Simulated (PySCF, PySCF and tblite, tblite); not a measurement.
# Me3Si(SMe) (C4H12SSi): conformers and averaged spectra

Which conformers does Me3Si(SMe) (C4H12SSi) (`CS[Si](C)(C)C`) populate, and what do their averaged NMR parameters look like?

Computed with tblite 0.8.0 (tight binding) and PySCF 2.14.0 (DFT, with response routines of our own); each step states its level. Atoms count from 0 throughout.

### 1 The starting structure

18 atoms, charge 0, multiplicity 1; geometry from: MMFF94s geometry.

Bonds of the start (Å): C0–H6 1.10, C0–H7 1.09, C0–H8 1.09, C0–S1 1.80, C3–H10 1.09, C3–H11 1.09, C3–H9 1.08, C4–H12 1.10, C4–H13 1.09, C4–H14 1.10, C5–H15 1.09, C5–H16 1.10, C5–H17 1.10, S1–Si2 2.15, Si2–C3 1.87, Si2–C4 1.85, Si2–C5 1.86.

### 2 GFN2-xTB relaxation, conformer 1

The job: settings as JSON, then the geometry in Å.

```
{"job": {"xc": "GFN2-xTB", "basis": "xTB", "kind": "relax"}, "charge": 0, "multiplicity": 1}
C      2.528000     0.852100    -0.294700
S      1.633900     0.010800     1.024200
Si    -0.363800    -0.236800     0.282400
C     -1.070800     1.463200    -0.069200
C     -0.293600    -1.251600    -1.267100
C     -1.365800    -1.106400     1.588600
H      2.067900     1.831900    -0.504000
H      3.563300     1.021100     0.015300
H      2.524900     0.250400    -1.205700
H     -0.501700     1.973400    -0.831000
H     -1.062000     2.075200     0.838500
H     -2.110300     1.382100    -0.403000
H     -1.301400    -1.432800    -1.659600
H      0.180400    -2.221900    -1.090800
H      0.279700    -0.732900    -2.052000
H     -2.396900    -1.254800     1.276200
H     -1.383700    -0.522700     2.522300
H     -0.937000    -2.093900     1.818100
```

Run with:

```
> OMP_NUM_THREADS=1 python ens_run.py task.json out
```

One launch serves the whole session.

The log of the run:

```text
step      E/eV     max force
  0    -534.78626    1.357
  1    -534.85066    0.634
  2    -534.86632    0.403
  3    -534.87813    0.236
  4    -534.88907    0.238
  5    -534.89470    0.227
  6    -534.89822    0.206
  7    -534.90091    0.131
  8    -534.90278    0.124
  9    -534.90392    0.110
 10    -534.90464    0.057
 11    -534.90513    0.056
 12    -534.90546    0.048
 13    -534.90572    0.052
 14    -534.90602    0.041
 15    -534.90647    0.049
 16    -534.90713    0.061
 17    -534.90790    0.080
 18    -534.90852    0.070
 19    -534.90885    0.035
 20    -534.90885    0.034
 21    -534.90896    0.028
 22    -534.90918    0.020
 23    -534.90922    0.019
 24    -534.90927    0.013
 25    -534.90930    0.013
 26    -534.90936    0.023
 27    -534.90943    0.032
 28    -534.90952    0.035
 29    -534.90961    0.025
 30    -534.90969    0.021
 31    -534.90976    0.022
 32    -534.90981    0.021
 33    -534.90986    0.016
 34    -534.90991    0.017
 35    -534.90995    0.016
 36    -534.90999    0.024
 37    -534.91002    0.024
 38    -534.91004    0.016
 39    -534.91005    0.011
 40    -534.91007    0.010
 41    -534.91008    0.011
 42    -534.91010    0.011
 43    -534.91012    0.011
 44    -534.91014    0.015
 45    -534.91018    0.021
 46    -534.91022    0.022
 47    -534.91025    0.013
 48    -534.91026    0.005
 49    -534.91027    0.005
 50    -534.91027    0.008
 51    -534.91028    0.009
 52    -534.91028    0.007
 53    -534.91029    0.007
 54    -534.91030    0.006
 55    -534.91031    0.011
 56    -534.91032    0.013
 57    -534.91033    0.010
 58    -534.91035    0.010
 59    -534.91036    0.012
 60    -534.91039    0.021
 61    -534.91042    0.024
 62    -534.91045    0.017
 63    -534.91046    0.007
 64    -534.91047    0.007
 65    -534.91047    0.012
 66    -534.91049    0.015
 67    -534.91050    0.011
 68    -534.91050    0.005
 69    -534.91050    0.005
 70    -534.91051    0.006
 71    -534.91051    0.010
 72    -534.91052    0.012
 73    -534.91053    0.010
 74    -534.91054    0.012
 75    -534.91056    0.013
 76    -534.91058    0.012
 77    -534.91059    0.012
 78    -534.91060    0.006
 79    -534.91060    0.003
```

It took 0.41 s on 1 thread of Intel Xeon 6975P-C, shared host.

Gain 0.124 eV; displacement 0.07 Å root mean square.

### 3 Shieldings, conformer 1: B97-2/pcSseg-1 in chloroform

The job: settings as JSON, then the geometry in Å.

```
{"job": {"xc": "B97-2", "basis": "pcSseg-1", "solvent": "chloroform", "kind": "nmr", "pop": true}, "charge": 0, "multiplicity": 1}
C      2.497335     0.836525    -0.268454
S      1.650660    -0.016218     1.099432
Si    -0.355185    -0.224704     0.275954
C     -1.074931     1.503562    -0.092002
C     -0.280493    -1.253990    -1.328849
C     -1.342548    -1.116079     1.629277
H      2.021025     1.793398    -0.454907
H      3.523445     0.990043     0.048106
H      2.474063     0.215826    -1.158083
H     -0.550947     1.992174    -0.909072
H     -1.008764     2.152169     0.777168
H     -2.121176     1.433948    -0.373208
H     -1.279383    -1.490219    -1.682324
H      0.244778    -2.191952    -1.171341
H      0.228612    -0.720620    -2.127135
H     -2.370621    -1.270547     1.318807
H     -1.353096    -0.541002     2.549509
H     -0.911534    -2.085996     1.855467
```

The log of the run:

```text
coarse grid: 15032 points
cycle   1  E = -847.2336913058  dE =  1.315e-01  |g| = 5.306e-01  |ddm| = 3.642e+00
cycle   2  E = -847.2281027712  dE =  5.589e-03  |g| = 5.579e-01  |ddm| = 9.319e-01
cycle   3  E = -847.3082455669  dE = -8.014e-02  |g| = 2.932e-02  |ddm| = 4.625e-01
cycle   4  E = -847.3084434170  dE = -1.979e-04  |g| = 1.658e-02  |ddm| = 6.259e-02
cycle   5  E = -847.3085104781  dE = -6.706e-05  |g| = 2.473e-03  |ddm| = 2.217e-02
cycle   6  E = -847.3085116807  dE = -1.203e-06  |g| = 8.702e-04  |ddm| = 3.151e-03
final grid: 132968 points
cycle   7  E = -847.3373943520  dE = -5.329e-05  |g| = 3.603e-03  |ddm| = 2.420e-02
cycle   8  E = -847.3373947594  dE = -4.075e-07  |g| = 1.859e-03  |ddm| = 3.466e-03
cycle   9  E = -847.3373952908  dE = -5.314e-07  |g| = 7.033e-04  |ddm| = 1.859e-03
cycle  10  E = -847.3373954178  dE = -1.270e-07  |g| = 6.815e-05  |ddm| = 6.430e-04
cycle  11  E = -847.3373954187  dE = -8.708e-10  |g| = 3.002e-05  |ddm| = 1.131e-04
converged SCF energy = -847.3373954187

GIAO shielding tensors (ppm)
atom      isotropic    diamagn.    paramagn.     s11        s22        s33       span
  0 C      173.738     251.663     -77.924    165.282    165.573    190.360     25.077
  1 S      676.374    1061.203    -384.829    601.980    627.822    799.318    197.338
  2 Si     331.294     880.916    -549.622    306.237    338.889    348.757     42.520
  3 C      185.784     255.602     -69.818    173.394    187.288    196.669     23.274
  4 C      185.788     255.607     -69.819    173.414    187.263    196.686     23.273
  5 C      186.760     254.416     -67.656    181.458    184.488    194.335     12.877
  6 H       29.691      31.735      -2.044     23.554     28.760     36.758     13.204
  7 H       29.741      29.226       0.515     23.766     26.684     38.773     15.007
  8 H       29.697      31.740      -2.043     23.561     28.770     36.759     13.198
  9 H       31.208      32.846      -1.638     26.678     29.922     37.025     10.348
 10 H       31.676      31.699      -0.023     27.490     28.962     38.577     11.087
 11 H       31.618      31.523       0.095     27.203     28.792     38.859     11.656
 12 H       31.615      31.524       0.091     27.202     28.790     38.854     11.653
 13 H       31.677      31.709      -0.032     27.490     28.968     38.573     11.083
 14 H       31.210      32.849      -1.639     26.684     29.917     37.029     10.345
 15 H       31.623      30.716       0.907     27.091     28.716     39.063     11.972
 16 H       31.538      30.981       0.557     26.962     29.343     38.307     11.345
 17 H       31.536      30.981       0.555     26.964     29.334     38.311     11.347
```

Wall time 22 s (1 thread of Intel Xeon 6975P-C, shared host); peak memory 0.96 GiB.

This run: HOMO -6.37 eV, LUMO 0.89 eV; dipole 2.53 D.

The fields below are evaluated on a grid from the run's orbitals.

Frontier orbitals at B97-2/pcSseg-1, with the share of their density that lies nearest to each atom:

```csv
orbital,energy (eV),lies on
HOMO,-6.37,S1 78 %
LUMO,0.89,S1 29 %; C0 13 %; H7 11 %
```

ELF in a plane through or near 4 of the atoms.

Ten even steps from ' ' (0.00) to '@' (1.00):
```
                                                        
                                                        
                                                        
                          ++%%##..                      
                        ==@@@@@@**                      
                        --@@@@@@++                      
            ==@@%%--      ==**++..                      
          ..%%@@@@%%      ::**++::                      
          ..##@@@@@@..  ..====------::==%%%%**          
          ..--####**::..--..####..%%**@@@@@@@@==        
          ..--####**::..--..####::##**@@@@@@@@==        
          ..%%@@@@@@..  ..==----==--::==%%%%**          
          ..%%@@@@%%      ::++++::                      
            ==@@%%::      ==**++..                      
                        --@@@@@@++                      
                        ==@@@@@@**                      
                        ..**%%##..                      
                                                        
                                                        
                                                        
```
The map spans 12.0 Å across and 10.1 Å up, centred on the molecule. Atoms in the plane (x, y in Å): Si2 (0.5, 0.0), H6 (-2.6, 0.9), H8 (-2.6, -0.9), H15 (3.0, 0.0).

log10 of the density (e/Å³) in the same plane.

Values, 10 rows by 14 columns:
```
-4.0 -4.0 -4.0 -4.0 -4.0 -4.0 -4.0 -4.0 -4.0 -4.0 -4.0 -4.0 -4.0 -4.0
-4.0 -4.0 -4.0 -4.0 -4.0 -4.0 -3.3 -2.8 -3.2 -4.0 -4.0 -4.0 -4.0 -4.0
-4.0 -4.0 -4.0 -3.6 -3.3 -2.9 -1.7 -0.7 -1.5 -2.8 -3.8 -4.0 -4.0 -4.0
-4.0 -4.0 -2.9 -1.8 -1.3 -1.9 -1.4 -0.5 -1.1 -2.0 -2.5 -3.1 -4.0 -4.0
-4.0 -3.4 -2.1 -0.7  0.3 -1.0 -0.9 -0.3 -0.6 -0.9 -0.9 -1.8 -3.2 -4.0
-4.0 -3.2 -1.9 -0.6  0.1 -0.7 -0.7  1.3 -0.2 -0.4 -0.1 -1.2 -2.9 -4.0
-4.0 -3.8 -2.5 -1.2 -0.5 -1.4 -1.3 -0.5 -1.0 -1.6 -1.9 -2.5 -3.7 -4.0
-4.0 -4.0 -3.7 -2.8 -2.5 -2.5 -1.4 -0.4 -1.3 -2.5 -3.2 -4.0 -4.0 -4.0
-4.0 -4.0 -4.0 -4.0 -4.0 -3.5 -2.4 -1.7 -2.2 -3.3 -4.0 -4.0 -4.0 -4.0
-4.0 -4.0 -4.0 -4.0 -4.0 -4.0 -4.0 -3.6 -3.9 -4.0 -4.0 -4.0 -4.0 -4.0
```
The map spans 12.0 Å across and 10.1 Å up, centred on the molecule. Atoms in the plane (x, y in Å): Si2 (0.5, 0.0), H6 (-2.6, 0.9), H8 (-2.6, -0.9), H15 (3.0, 0.0).

On the surface of density 0.002 e/bohr³ the electrostatic potential runs, from the 1st to the 99th percentile, from -1.39 V near S1 to 0.91 V near H15.

### 4 Single-point energy, conformer 1: PBE0/def2-SVP in chloroform

The job, as its differences from that of step 3:

```diff
@@ -1,2 +1,2 @@
-{"job": {"xc": "B97-2", "basis": "pcSseg-1", "solvent": "chloroform", "kind": "nmr", "pop": true}, "charge": 0, "multiplicity": 1}
+{"job": {"xc": "PBE0", "basis": "def2-SVP", "solvent": "chloroform", "kind": "sp"}, "charge": 0, "multiplicity": 1}
 C      2.497335     0.836525    -0.268454
```

The log of the run:

```text
coarse grid: 15032 points
cycle   1  E = -846.4491516280  dE =  1.186e-01  |g| = 4.841e-01  |ddm| = 3.999e+00
cycle   2  E = -846.4493391659  dE = -1.875e-04  |g| = 4.864e-01  |ddm| = 1.022e+00
cycle   3  E = -846.5124759930  dE = -6.314e-02  |g| = 2.884e-02  |ddm| = 4.806e-01
cycle   4  E = -846.5126819519  dE = -2.060e-04  |g| = 1.320e-02  |ddm| = 6.694e-02
cycle   5  E = -846.5127324383  dE = -5.049e-05  |g| = 2.411e-03  |ddm| = 2.378e-02
cycle   6  E = -846.5127339983  dE = -1.560e-06  |g| = 5.842e-04  |ddm| = 3.471e-03
final grid: 132968 points
cycle   7  E = -846.6071807029  dE = -2.711e-05  |g| = 9.487e-03  |ddm| = 2.907e-02
cycle   8  E = -846.6071725424  dE =  8.160e-06  |g| = 1.094e-02  |ddm| = 2.015e-02
cycle   9  E = -846.6072045584  dE = -3.202e-05  |g| = 3.675e-04  |ddm| = 1.115e-02
cycle  10  E = -846.6072045948  dE = -3.640e-08  |g| = 1.353e-04  |ddm| = 5.523e-04
cycle  11  E = -846.6072045996  dE = -4.720e-09  |g| = 2.905e-05  |ddm| = 1.431e-04
cycle  12  E = -846.6072045998  dE = -2.367e-10  |g| = 5.216e-06  |ddm| = 4.189e-05
converged SCF energy = -846.6072045998
```

Wall time 6.2 s (1 thread of Intel Xeon 6975P-C, shared host); peak memory 0.75 GiB.

This run: HOMO -6.45 eV, LUMO 1.25 eV; dipole 2.32 D.

(Part 1 of 2 ends here.)
